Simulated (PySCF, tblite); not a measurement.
# (3-methylpentyl)amine: a rotation path, then NMR shifts on frames

How do NMR shifts of (3-methylpentyl)amine (`CC[C@@H](C)CCN`) change as the atoms move?

Computed with tblite 0.8.0 and PySCF 2.14.0, with density-fitted response routines of our own, on a single molecule in the gas phase. Atoms count from 0, in the outputs and in this text.

**1. Starting geometry**

22 atoms, charge 0, multiplicity 1; geometry from: GFN2-xTB.

Bonds of the start (Å): C0–C1 1.52, C1–C2 1.53, C2–C3 1.53, C2–C4 1.53, C4–C5 1.53, C5–N6 1.46, C0–H7 1.09, C0–H8 1.09, C0–H9 1.09, C1–H10 1.09, C1–H11 1.09, C2–H12 1.10, C3–H13 1.09, C3–H14 1.09, C3–H15 1.09, C4–H16 1.09, C4–H17 1.09, C5–H18 1.10, C5–H19 1.09, N6–H20 1.01, N6–H21 1.02.

**2. A band between two rotamers with GFN2-xTB**

The job: settings as JSON, then the geometry in Å.

```
{"job": {"kind": "neb", "xc": "GFN2-xTB", "basis": "xTB", "atoms": [2, 4, 5, 6], "turn": 120}, "charge": 0, "multiplicity": 1}
C     -2.052103    -0.970455    -1.086486
C     -0.891837    -0.788383    -0.114724
C     -0.349774     0.644278    -0.081658
C     -1.319919     1.590807     0.625175
C      1.015920     0.707810     0.614416
C      2.159899     0.053184    -0.163236
N      2.126439    -1.398665    -0.054919
H     -2.370800    -2.010437    -1.098861
H     -2.907274    -0.359496    -0.807335
H     -1.749779    -0.695703    -2.094740
H     -0.078287    -1.453406    -0.404853
H     -1.213196    -1.069677     0.890952
H     -0.221008     0.989977    -1.113557
H     -2.288449     1.594815     0.133044
H     -1.461433     1.283675     1.659553
H     -0.935330     2.608838     0.620619
H      0.940532     0.238380     1.598139
H      1.275647     1.758232     0.766710
H      3.113831     0.476262     0.199553
H      2.071286     0.303777    -1.224292
H      2.890376    -1.808552    -0.581583
H      2.234850    -1.675877     0.915665
```

With the program's defaults for keys left out, this is: GFN2-xTB climbing-image nudged elastic band, gas phase.

Launch:

```sh
> OMP_NUM_THREADS=1 python probes_run.py task.json out
```

One launch serves the whole session: the jobs run in the order shown.

The program printed:

```text
image   E - E0 / eV
  0      -0.0000
  1       0.0167
  2       0.0735
  3       0.1630
  4       0.2167
  5       0.1694
  6       0.0791
  7       0.0414
  8       0.0310
```

It took 15 s on 1 thread of Intel Xeon at 2.50GHz, shared host; peak memory 0.19 GiB.

The final band, with the dihedral C2–C4–C5–N6:

```tsv
image	dihedral (°)	energy (eV)	energy (kcal/mol)
0	-77	0.000	0.0
1	-64	0.017	0.4
2	-49	0.073	1.7
3	-30	0.163	3.8
4	-8	0.217	5.0
5	17	0.169	3.9
6	39	0.079	1.8
7	57	0.041	1.0
8	69	0.031	0.7
```

**3. Nuclear shieldings: image 0, PBE0/pcSseg-1**

The job: settings as JSON, then the geometry in Å.

```
{"job": {"kind": "nmr", "xc": "PBE0", "basis": "pcSseg-1", "pop": false}, "charge": 0, "multiplicity": 1}
C     -2.052100    -0.970500    -1.086500
C     -0.891800    -0.788400    -0.114700
C     -0.349800     0.644300    -0.081700
C     -1.319900     1.590800     0.625200
C      1.015900     0.707800     0.614400
C      2.159900     0.053200    -0.163200
N      2.126400    -1.398700    -0.054900
H     -2.370800    -2.010400    -1.098900
H     -2.907300    -0.359500    -0.807300
H     -1.749800    -0.695700    -2.094700
H     -0.078300    -1.453400    -0.404900
H     -1.213200    -1.069700     0.891000
H     -0.221000     0.990000    -1.113600
H     -2.288400     1.594800     0.133000
H     -1.461400     1.283700     1.659600
H     -0.935300     2.608800     0.620600
H      0.940500     0.238400     1.598100
H      1.275600     1.758200     0.766700
H      3.113800     0.476300     0.199600
H      2.071300     0.303800    -1.224300
H      2.890400    -1.808600    -0.581600
H      2.234800    -1.675900     0.915700
```

Level: GIAO PBE0/pcSseg-1 NMR shielding, non-relativistic, gas phase.

The program printed:

```text
coarse grid: 16880 points
cycle   1  E = -291.9105688483  dE =  4.945e-01  |g| = 5.150e-01  |ddm| = 3.859e+00
cycle   2  E = -291.8903908674  dE =  2.018e-02  |g| = 6.052e-01  |ddm| = 1.032e+00
cycle   3  E = -291.9806198022  dE = -9.023e-02  |g| = 4.507e-02  |ddm| = 5.744e-01
cycle   4  E = -291.9809345686  dE = -3.148e-04  |g| = 2.335e-02  |ddm| = 5.263e-02
cycle   5  E = -291.9810516019  dE = -1.170e-04  |g| = 4.141e-03  |ddm| = 1.910e-02
cycle   6  E = -291.9810551405  dE = -3.539e-06  |g| = 8.632e-04  |ddm| = 3.828e-03
final grid: 158824 points
cycle   7  E = -292.0232809464  dE = -6.734e-05  |g| = 1.085e-02  |ddm| = 4.031e-02
cycle   8  E = -292.0232699678  dE =  1.098e-05  |g| = 1.278e-02  |ddm| = 2.102e-02
cycle   9  E = -292.0233111849  dE = -4.122e-05  |g| = 7.321e-04  |ddm| = 1.159e-02
cycle  10  E = -292.0233112913  dE = -1.063e-07  |g| = 2.668e-04  |ddm| = 9.108e-04
cycle  11  E = -292.0233113066  dE = -1.533e-08  |g| = 5.195e-05  |ddm| = 2.135e-04
cycle  12  E = -292.0233113071  dE = -5.537e-10  |g| = 1.433e-05  |ddm| = 6.053e-05
converged SCF energy = -292.0233113071

GIAO shielding tensors (ppm)
atom      isotropic    diamagn.    paramagn.     s11        s22        s33       span
  0 C      171.856     246.271     -74.415    156.982    170.844    187.741     30.759
  1 C      154.284     248.898     -94.614    140.950    152.750    169.152     28.202
  2 C      143.111     247.203    -104.093    128.489    146.069    154.774     26.285
  3 C      163.971     247.759     -83.789    146.484    158.327    187.102     40.618
  4 C      143.546     247.821    -104.275    131.374    138.201    161.063     29.689
  5 C      137.276     243.337    -106.062    123.492    136.877    151.458     27.966
  6 N      220.997     313.770     -92.772    182.170    230.315    250.506     68.335
  7 H       30.591      28.589       2.002     25.872     27.842     38.059     12.188
  8 H       30.592      30.196       0.395     25.521     30.078     36.175     10.654
  9 H       31.047      30.365       0.682     26.754     29.140     37.246     10.492
 10 H       27.497      31.799      -4.302     18.926     27.816     35.749     16.822
 11 H       31.206      33.331      -2.125     27.485     30.880     35.253      7.769
 12 H       30.648      34.492      -3.844     28.014     29.808     34.122      6.108
 13 H       30.213      30.969      -0.756     24.751     29.569     36.319     11.568
 14 H       31.255      31.216       0.039     27.949     29.009     36.805      8.856
 15 H       30.809      30.627       0.181     26.556     28.420     37.450     10.894
 16 H       30.791      33.050      -2.259     27.694     30.486     34.194      6.500
 17 H       30.280      32.512      -2.232     24.911     30.495     35.435     10.525
 18 H       28.079      28.773      -0.694     21.527     27.956     34.754     13.228
 19 H       28.921      30.754      -1.833     25.609     28.521     32.634      7.025
 20 H       30.922      29.429       1.493     23.603     27.733     41.431     17.828
 21 H       31.622      31.272       0.350     25.472     30.218     39.176     13.704
```

Run time: 98 s. Hardware: 1 thread of Intel Xeon at 2.50GHz, shared host; peak memory 0.88 GiB.

Shifts follow as δ = σ(reference) − σ, with reference shieldings (ppm) from runs at the same level and on the same kind of geometry: 1H TMS 31.72, 13C TMS 186.9, 15N NH3 267.7. The references are single molecules in the gas phase, so shifts against H2O, NH3, PH3, H3PO4 or CFCl3 are not on the usual liquid scales and can be off by tens of ppm. Each atom is listed at this fixed geometry, with no averaging over motion; a spectrum would average atoms that exchange fast.

```tsv
atoms	environment	σ (ppm)	δ (ppm)
C5	sp3 CH2 bonded to N	137.3	49.6
C2	sp3 CH	143.1	43.8
C4	sp3 CH2	143.5	43.4
C1	sp3 CH2	154.3	32.6
C3	methyl carbon	164.0	23.0
C0	methyl carbon	171.9	15.1
H10	hydrogen on an sp3 CH2	27.50	4.22
H18	hydrogen on an sp3 CH2 bonded to N	28.08	3.64
H19	hydrogen on an sp3 CH2 bonded to N	28.92	2.80
H13	hydrogen on a methyl carbon	30.21	1.50
H17	hydrogen on an sp3 CH2	30.28	1.44
H7	hydrogen on a methyl carbon	30.59	1.13
H8	hydrogen on a methyl carbon	30.59	1.13
H12	hydrogen on an sp3 CH	30.65	1.07
H16	hydrogen on an sp3 CH2	30.79	0.93
H15	hydrogen on a methyl carbon	30.81	0.91
H20	hydrogen on an amine nitrogen	30.92	0.79
H9	hydrogen on a methyl carbon	31.05	0.67
H11	hydrogen on an sp3 CH2	31.21	0.51
H14	hydrogen on a methyl carbon	31.25	0.46
H21	hydrogen on an amine nitrogen	31.62	0.09
N6	amine nitrogen	221.0	46.7
```

The fields below are evaluated on a grid from the run's orbitals.

Frontier orbitals at PBE0/pcSseg-1, with the share of their density that lies nearest to each atom:

```tsv
orbital	energy (eV)	lies on
HOMO	-6.56	N6 53 %; H18 11 %; H20, H21 about 7 % each
LUMO	1.49	H20, H21 about 18 % each; H18 16 %; H17 8 %
```

ELF in a plane through or near 10 of the atoms.

Values, 10 rows by 14 columns:
```
0.00 0.00 0.00 0.00 0.00 0.00 0.00 0.00 0.00 0.00 0.00 0.00 0.00 0.00
0.00 0.00 0.00 0.00 0.00 0.00 0.00 0.00 0.05 0.01 0.00 0.00 0.00 0.00
0.00 0.00 0.00 0.00 0.07 0.95 0.49 0.33 0.99 0.88 0.04 0.00 0.00 0.00
0.00 0.00 0.05 0.22 0.09 0.99 0.95 0.08 0.79 0.63 0.95 0.43 0.00 0.00
0.00 0.01 0.93 1.00 0.66 0.76 0.59 0.18 0.83 0.58 0.91 0.10 0.00 0.00
0.00 0.00 0.01 0.28 0.56 0.41 0.08 0.74 0.67 0.12 0.84 0.89 0.05 0.00
0.00 0.00 0.59 0.97 0.70 0.82 0.29 0.92 0.75 0.43 0.90 0.86 0.09 0.00
0.00 0.00 0.38 0.93 0.37 0.48 0.04 0.25 0.15 0.90 0.87 0.06 0.00 0.00
0.00 0.00 0.00 0.00 0.00 0.00 0.00 0.00 0.02 0.42 0.38 0.00 0.00 0.00
0.00 0.00 0.00 0.00 0.00 0.00 0.00 0.00 0.00 0.00 0.00 0.00 0.00 0.00
```
The map spans 11.3 Å across and 10.3 Å up, centred on the molecule. Atoms in the plane (x, y in Å): C0 (2.0, -1.5), C2 (0.4, 0.5), C3 (1.4, 1.6), C5 (-2.1, 0.1), H8 (2.9, -0.9), H13 (2.4, 1.4), H15 (1.2, 2.6), H17 (-1.1, 2.0), H18 (-3.0, 0.7), H20 (-3.0, -1.7).

log10 of the density (e/Å³) in the same plane.

Ten even steps from '0' (-4.0) to '9' (1.1):
```
0000000000000000000000000000
0000000000000001110000000000
0000000000001112222110000000
0000000012232234554321000000
0000001234554456776533100000
0001122345776557887654310000
0002234456787667888765421000
0013456667788777888876421000
0023567777888888877765421000
0023467888777788765555432000
0013456788766678766666532100
0013456788665677777787643100
0013467888666777789987543100
0013467776655666678876432100
0012355655444444567765422000
0001233333322233456654321000
0000001111000012234433200000
0000000000000000112211000000
0000000000000000000000000000
0000000000000000000000000000
```
The map spans 11.3 Å across and 10.3 Å up, centred on the molecule. Atoms in the plane (x, y in Å): C0 (2.0, -1.5), C2 (0.4, 0.5), C3 (1.4, 1.6), C5 (-2.1, 0.1), H8 (2.9, -0.9), H13 (2.4, 1.4), H15 (1.2, 2.6), H17 (-1.1, 2.0), H18 (-3.0, 0.7), H20 (-3.0, -1.7).

On the surface of density 0.002 e/bohr³ the electrostatic potential runs, from the 1st to the 99th percentile, from -1.27 to 1.24 V.

**4. Nuclear shieldings: image 2, PBE0/pcSseg-1**

The job: settings as JSON, then the geometry in Å.

```
{"job": {"kind": "nmr", "xc": "PBE0", "basis": "pcSseg-1", "pop": false}, "charge": 0, "multiplicity": 1}
C     -2.043700    -1.084900    -0.943700
C     -0.939300    -0.806100     0.068400
C     -0.315500     0.587800    -0.069200
C     -1.283000     1.659500     0.433000
C      0.998000     0.677800     0.722400
C      2.235000     0.121000     0.007300
N      2.029700    -1.207500    -0.549200
H     -2.389000    -2.111900    -0.843600
H     -2.897100    -0.427100    -0.800200
H     -1.667500    -0.949500    -1.955000
H     -0.156100    -1.545600    -0.079400
H     -1.334000    -0.919200     1.081500
H     -0.098000     0.769100    -1.126100
H     -2.230100     1.608600    -0.097000
H     -1.476700     1.518200     1.495000
H     -0.869400     2.655500     0.290400
H      0.866100     0.172000     1.681400
H      1.212800     1.728500     0.933500
H      3.076200     0.150500     0.723500
H      2.490800     0.780900    -0.826000
H      2.811800    -1.460800    -1.142000
H      1.968700    -1.897400     0.192600
```

Level: GIAO PBE0/pcSseg-1 NMR shielding, non-relativistic, gas phase.

The program printed:

```text
coarse grid: 16880 points
cycle   1  E = -291.9096870854  dE =  4.958e-01  |g| = 5.162e-01  |ddm| = 3.866e+00
cycle   2  E = -291.8877920023  dE =  2.190e-02  |g| = 6.120e-01  |ddm| = 1.090e+00
cycle   3  E = -291.9800227130  dE = -9.223e-02  |g| = 4.597e-02  |ddm| = 6.128e-01
cycle   4  E = -291.9803467811  dE = -3.241e-04  |g| = 2.410e-02  |ddm| = 5.483e-02
cycle   5  E = -291.9804720563  dE = -1.253e-04  |g| = 3.976e-03  |ddm| = 2.117e-02
cycle   6  E = -291.9804752801  dE = -3.224e-06  |g| = 8.541e-04  |ddm| = 3.882e-03
final grid: 158824 points
cycle   7  E = -292.0219964334  dE = -5.876e-05  |g| = 1.050e-02  |ddm| = 3.566e-02
cycle   8  E = -292.0219855435  dE =  1.089e-05  |g| = 1.246e-02  |ddm| = 2.065e-02
cycle   9  E = -292.0220248979  dE = -3.935e-05  |g| = 6.842e-04  |ddm| = 1.150e-02
cycle  10  E = -292.0220249903  dE = -9.238e-08  |g| = 2.549e-04  |ddm| = 8.601e-04
cycle  11  E = -292.0220250042  dE = -1.399e-08  |g| = 4.500e-05  |ddm| = 2.047e-04
cycle  12  E = -292.0220250046  dE = -4.003e-10  |g| = 1.502e-05  |ddm| = 5.969e-05
converged SCF energy = -292.0220250046

GIAO shielding tensors (ppm)
atom      isotropic    diamagn.    paramagn.     s11        s22        s33       span
  0 C      172.301     246.131     -73.830    157.779    171.200    187.925     30.146
  1 C      151.546     248.993     -97.446    137.750    145.213    171.675     33.925
  2 C      148.371     246.489     -98.118    136.211    151.178    157.725     21.514
  3 C      164.101     248.044     -83.943    148.095    157.976    186.233     38.138
  4 C      145.065     247.995    -102.929    127.229    139.748    168.219     40.990
  5 C      138.407     241.625    -103.218    118.144    143.172    153.906     35.762
  6 N      225.233     314.378     -89.145    195.821    227.071    252.806     56.985
  7 H       30.680      28.562       2.118     25.897     27.829     38.314     12.417
  8 H       30.587      30.129       0.458     25.538     29.973     36.250     10.712
  9 H       30.867      30.320       0.547     26.541     29.284     36.775     10.234
 10 H       28.790      33.401      -4.611     21.702     29.315     35.353     13.651
 11 H       31.120      33.333      -2.213     27.503     30.656     35.201      7.698
 12 H       30.475      34.256      -3.781     27.698     29.944     33.783      6.085
 13 H       30.273      31.173      -0.901     24.685     29.710     36.422     11.737
 14 H       31.220      31.288      -0.067     27.915     28.961     36.785      8.870
 15 H       30.842      30.796       0.046     26.432     28.405     37.688     11.255
 16 H       30.492      32.763      -2.270     27.247     29.792     34.438      7.190
 17 H       30.458      32.432      -1.975     25.317     30.754     35.302      9.985
 18 H       28.135      28.249      -0.114     21.897     27.654     34.855     12.958
 19 H       28.870      29.996      -1.126     24.110     28.495     34.005      9.895
 20 H       30.703      29.539       1.164     23.520     27.418     41.171     17.650
 21 H       31.875      31.671       0.204     25.882     30.435     39.309     13.427
```

Wall time 78 s (1 thread of Intel Xeon at 2.50GHz, shared host); peak memory 0.88 GiB.

Key values: δ C5 48.5, C4 41.9, C2 38.6, C1 35.4, H18 3.58, H10 2.93 ppm.

**5. NMR shieldings: image 4, PBE0/pcSseg-1**

The job: settings as JSON, then the geometry in Å.

```
{"job": {"kind": "nmr", "xc": "PBE0", "basis": "pcSseg-1", "pop": false}, "charge": 0, "multiplicity": 1}
C     -1.972400    -1.207300    -0.832300
C     -0.959100    -0.811700     0.236000
C     -0.299900     0.545900    -0.045600
C     -1.263600     1.671500     0.331600
C      1.006000     0.723100     0.742000
C      2.263600     0.042200     0.149900
N      1.987700    -0.823400    -0.987200
H     -2.335700    -2.218100    -0.657700
H     -2.827900    -0.536800    -0.829300
H     -1.513000    -1.173500    -1.817700
H     -0.197300    -1.589000     0.293000
H     -1.451100    -0.775500     1.211400
H     -0.066600     0.610400    -1.111500
H     -2.200800     1.580000    -0.210500
H     -1.480500     1.634500     1.398400
H     -0.834700     2.644600     0.104700
H      0.843900     0.369000     1.762000
H      1.214700     1.792600     0.805600
H      2.788800    -0.487300     0.963800
H      2.944400     0.814700    -0.218900
H      2.862100    -1.134700    -1.395500
H      1.481200    -1.651700    -0.694800
```

With the program's defaults for keys left out, this is: GIAO PBE0/pcSseg-1 NMR shielding, non-relativistic, gas phase.

The program printed:

```text
coarse grid: 16880 points
cycle   1  E = -291.9054838606  dE =  4.874e-01  |g| = 5.114e-01  |ddm| = 3.872e+00
cycle   2  E = -291.8852286822  dE =  2.026e-02  |g| = 6.025e-01  |ddm| = 1.051e+00
cycle   3  E = -291.9740985896  dE = -8.887e-02  |g| = 4.501e-02  |ddm| = 5.845e-01
cycle   4  E = -291.9744097935  dE = -3.112e-04  |g| = 2.317e-02  |ddm| = 5.297e-02
cycle   5  E = -291.9745253535  dE = -1.156e-04  |g| = 4.066e-03  |ddm| = 2.053e-02
cycle   6  E = -291.9745287728  dE = -3.419e-06  |g| = 7.480e-04  |ddm| = 3.702e-03
final grid: 158824 points
cycle   7  E = -292.0158619209  dE = -5.870e-05  |g| = 1.046e-02  |ddm| = 3.549e-02
cycle   8  E = -292.0158511494  dE =  1.077e-05  |g| = 1.242e-02  |ddm| = 2.016e-02
cycle   9  E = -292.0158900511  dE = -3.890e-05  |g| = 6.645e-04  |ddm| = 1.130e-02
cycle  10  E = -292.0158901377  dE = -8.654e-08  |g| = 2.499e-04  |ddm| = 7.964e-04
cycle  11  E = -292.0158901511  dE = -1.345e-08  |g| = 4.328e-05  |ddm| = 2.065e-04
cycle  12  E = -292.0158901515  dE = -3.654e-10  |g| = 1.362e-05  |ddm| = 5.184e-05
converged SCF energy = -292.0158901515

GIAO shielding tensors (ppm)
atom      isotropic    diamagn.    paramagn.     s11        s22        s33       span
  0 C      171.967     246.426     -74.459    156.261    171.701    187.939     31.677
  1 C      149.489     249.006     -99.517    137.716    140.767    169.983     32.267
  2 C      153.962     246.899     -92.936    142.942    150.513    168.432     25.490
  3 C      163.460     247.673     -84.214    144.355    159.210    186.814     42.459
  4 C      148.341     247.925     -99.584    123.837    148.138    173.047     49.210
  5 C      144.918     241.061     -96.143    122.578    146.369    165.806     43.228
  6 N      234.167     315.126     -80.959    202.830    236.799    262.873     60.043
  7 H       30.641      28.590       2.051     25.892     27.676     38.353     12.461
  8 H       30.489      30.063       0.427     25.486     29.744     36.239     10.753
  9 H       30.717      30.389       0.328     26.222     29.590     36.340     10.118
 10 H       30.511      34.594      -4.083     25.404     31.636     34.494      9.090
 11 H       30.819      33.077      -2.258     27.470     29.934     35.052      7.582
 12 H       29.434      33.720      -4.285     25.780     29.274     33.249      7.469
 13 H       30.284      31.097      -0.813     24.804     29.599     36.449     11.645
 14 H       31.199      31.225      -0.026     27.907     28.833     36.857      8.950
 15 H       30.839      30.721       0.117     26.285     28.354     37.876     11.591
 16 H       30.412      32.722      -2.310     26.588     30.063     34.584      7.996
 17 H       30.088      32.496      -2.408     24.176     31.024     35.062     10.886
 18 H       28.234      28.754      -0.520     22.468     27.727     34.508     12.040
 19 H       28.803      28.957      -0.154     23.172     28.568     34.670     11.498
 20 H       31.199      29.548       1.651     23.396     27.917     42.284     18.888
 21 H       31.197      33.359      -2.162     23.191     31.750     38.651     15.461
```

Run time: 82 s. Hardware: 1 thread of Intel Xeon at 2.50GHz, shared host; peak memory 0.88 GiB.

This run: δ C5 42.0, C4 38.6, C1 37.4, C2 33.0, H18 3.48, H19 2.91 ppm.

(Part 1 of 2 ends here.)
